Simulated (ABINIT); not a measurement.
Crystal: GdO.

```
Gd O
1.0
     0.00000    2.70000    2.70000
     2.70000    0.00000    2.70000
     2.70000    2.70000    0.00000
Gd O
1 1
Direct
  0.00000 0.00000 0.00000
  0.75000 0.75000 0.75000
```

Base run:

| Property | Result |
| --- | --- |
| Program | ABINIT 10.8.3 (patched build) |
| Functional | WC |
| Potentials or basis | JTH PAW PBE v2.0 |
| Cutoff | 762 eV |
| k mesh | 7 × 7 × 7 |
| Occupations | fermi-dirac, width 0.05 eV |
| Spin | collinear spin, ferromagnetic start |
| Starting moments | [7.0, 0.0] μB |

Its results: band gap on the k mesh none (metal or under the smearing width); pressure -4.9 GPa; net moment -0.05 μB per cell; site moments Gd -0.42; O +0.03 μB.

Task: The run is repeated on the same cell with these changes: functional from WC to revPBE. What comes out?

Result: Band gap on the k mesh none (metal or under the smearing width); pressure 0.9 GPa; net moment -0.02 μB per cell; site moments Gd -0.45; O +0.02 μB.

revPBE binds less tightly than WC, so the same cell stands under more pressure.

Caveats: the PAW data sets were made with another functional, which shifts forces and pressure a little; spin-orbit coupling is left out, which moves the levels of the heavy elements; the moment fell far below its start of 7 μB, so a state of higher moment may lie lower in energy; without U or exact exchange the open f shell lies at the Fermi level, which spoils levels, moments and volumes.
